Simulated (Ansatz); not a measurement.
Predict the output of the script below (Ansatz 0.2.0, Python API).

The script, `run_relaxed_scan.py`:
```python
import ansatz as az
import numpy as np

GEOMETRY = """
O     0.72520   -0.79020    0.98710
Sn    0.08550    0.29990   -0.60070
H     0.36150   -1.67140    0.76110
H    -1.55810    0.09670   -0.83770
H     0.43580    1.99130   -0.35110
"""

mol = az.Crystal.molecule()
for line in GEOMETRY.strip().splitlines():
    symbol, *xyz = line.split()
    mol = mol.atom(symbol, [float(v) for v in xyz])

calculation = (
    mol.calculation()
    .basis(gaussian="def2-SVP")
    .functional("PBE0")
    .spin("collinear", total=1)
)
symbols = [site.symbol for site in mol.cartesian_sites]
pairs = [(0, 1), (0, 2), (1, 3), (1, 4)]
print("held (A)   E (eV)        ", "  ".join(f"{symbols[i]}{i}-{symbols[j]}{j}" for i, j in pairs))
for length in [1.54, 1.67, 1.81, 2.01, 2.26]:
    summary = calculation.relax(constraints=[az.DistanceConstraint((1, 3), at=length)], force_tolerance=0.02, max_steps=60).run().report
    xyz = np.array(summary["positions_ang"])
    print(f"{length:6.2f} {summary['free_energy_ev']:14.5f}  ", "  ".join(f"{np.linalg.norm(xyz[i] - xyz[j]):.3f}" for i, j in pairs))
```

`python run_relaxed_scan.py` gives:
```text
held (A)   E (eV)         O0-Sn1  O0-H2  Sn1-H3  Sn1-H4
DeckWarning: relax.constraints: the input's atoms, or those drawn, lie off the distances that are held; a relaxation that starts there is brought onto them ahead of its first SCF, by positions alone, an atom by 6.65e-2 Å at the most. With the symmetry [...]
  1.54    -7921.98730   2.002  0.964  1.540  1.725
  1.67    -7922.27972   2.001  0.964  1.670  1.728
  1.81    -7922.29267   1.999  0.964  1.810  1.732
  2.01    -7922.02625   1.997  0.965  2.010  1.738
  2.26    -7921.52953   1.996  0.965  2.260  1.748
```
(Warnings from the package without file and line, shortened, repeats left out.)

Total energies depend on the basis set; only differences at equal settings carry meaning. The energies are electronic: no zero-point or thermal terms, and the basis set is short of its limit. def2 sets replace the cores of elements past krypton by effective core potentials. The run takes the species as open-shell (spin multiplicity 2), which needn't be its ground state. Wall time of the script: 76 s on 1 thread of Arm Neoverse V2 (shared host), peak memory 0.21 GiB.
